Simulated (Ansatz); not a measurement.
# CH3BSe: the cost of one run

All numbers are computed with Ansatz 0.2.0 through its Python package. Level of theory: PBE0+D3(BJ)/def2-SVP.

## (1) The structure

Bond lengths: B1–C2 1.562 Å, B1–Se3 2.040 Å, C2–Se3 1.822 Å, B1–H4 1.164 Å, C2–H5 1.123 Å, C2–H6 1.118 Å. Angles: B1–C2–Se3 73.7°, B1–C2–H5 113.5°, B1–C2–H6 115.3°, Se3–C2–H5 114.1°, Se3–C2–H6 114.8°, H5–C2–H6 117.9°, C2–B1–Se3 59.0°, C2–B1–H4 136.3°, Se3–B1–H4 146.6°, B1–Se3–C2 47.3°.

The script holds or builds the structure itself.

## (2) Script

The input, opt_ch3bse.py:

```python
"""Minimum-energy structure of CH3BSe."""

import itertools

import ansatz as az
from ase.data import atomic_numbers, covalent_radii
import numpy as np

geometry_ang = [
    ("B", (-0.6977, -0.6639, -0.1794)),
    ("C", (0.3081, 0.4713, 0.1934)),
    ("Se", (1.1414, -1.1009, 0.5873)),
    ("H", (-1.4672, -0.8609, -1.0306)),
    ("H", (0.7328, 1.0033, -0.6995)),
    ("H", (0.0247, 1.0871, 1.0827)),
]
ch3bse = az.Crystal.molecule()
for symbol, xyz in geometry_ang:
    ch3bse = ch3bse.atom(symbol, xyz)

setup = (
    ch3bse.calculation()
    .basis(gaussian="def2-SVP")
    .functional("pbe0", dispersion="d3bj")
    .accuracy("medium")
    .scf(lower_state_search="standard")
)
symbols = [site.symbol for site in ch3bse.cartesian_sites]
start = np.array([site.position_ang for site in ch3bse.cartesian_sites], dtype=float)
r = setup.relax(force_tolerance=0.02).run(threads=1).report
end = np.array(r["positions_ang"])

print(f"E = {r['free_energy_ev']:.6f} eV = {r['free_energy_ev'] / 27.211386246:.7f} Ha")
print("converged:", r["converged"], " doubts:", r["published_state_doubts"] or "none")

# pairs closer than 1.2 times the sum of covalent radii, before or after
radius = [covalent_radii[atomic_numbers[s]] for s in symbols]
span = lambda where, i, j: np.linalg.norm(where[i] - where[j])
bonded = [(i, j) for i, j in itertools.combinations(range(len(symbols)), 2) if min(span(start, i, j), span(end, i, j)) < 1.2 * (radius[i] + radius[j])]
print("pair        before    after (A)")
for i, j in bonded:
    print(f"{symbols[i]}{i}-{symbols[j]}{j}".ljust(10), f"{span(start, i, j):8.4f} {span(end, i, j):8.4f}")
for first, second in list(itertools.combinations(bonded, 2)):
    shared = set(first) & set(second)
    if shared and symbols[(j := shared.pop())] != "H":
        i, k = sorted((set(first) | set(second)) - {j})
        u, v = end[i] - end[j], end[k] - end[j]
        angle = np.degrees(np.arccos(np.clip(u @ v / np.linalg.norm(u) / np.linalg.norm(v), -1, 1)))
        print(f"final angle {symbols[i]}{i}-{symbols[j]}{j}-{symbols[k]}{k}: {angle:.2f} deg")

charges = r["charge_distribution"]
dipole = np.array(charges["dipole_moment_e_ang"]) * 4.803205
print("dipole (D): {:.3f} {:.3f} {:.3f}, length {:.3f}".format(*dipole, np.linalg.norm(dipole)))
print("atom  Mulliken   Lowdin")
for symbol, m, l in zip(symbols, charges["mulliken_charges_e"], charges["lowdin_charges_e"]):
    print(f"{symbol:4s} {m:9.3f} {l:8.3f}")
```

## (3) The calls as engine input

The engine receives this input:

```yaml
crystal:
  periodic: [false, false, false]
  atoms:
    - { symbol: B, position_ang: [-0.6977, -0.6639, -0.1794] }
    - { symbol: C, position_ang: [0.3081, 0.4713, 0.1934] }
    - { symbol: Se, position_ang: [1.1414, -1.1009, 0.5873] }
    - { symbol: H, position_ang: [-1.4672, -0.8609, -1.0306] }
    - { symbol: H, position_ang: [0.7328, 1.0033, -0.6995] }
    - { symbol: H, position_ang: [0.0247, 1.0871, 1.0827] }
accuracy: medium
basis:
  gaussian:
    orbitals: def2-SVP
hamiltonian:
  xc: pbe0
  dispersion: d3bj
scf:
  lower_state_search: standard
relax:
  f_tol: 0.02
```

## (4) The run

On the command line:

```console
> python opt_ch3bse.py
```

Q: Estimate wall time and peak memory on 1 thread of Intel Xeon Platinum 8259CL at 2.50GHz (Skylake/Cascade Lake), shared host.

About 22 s, with a peak of 0.23 GiB.
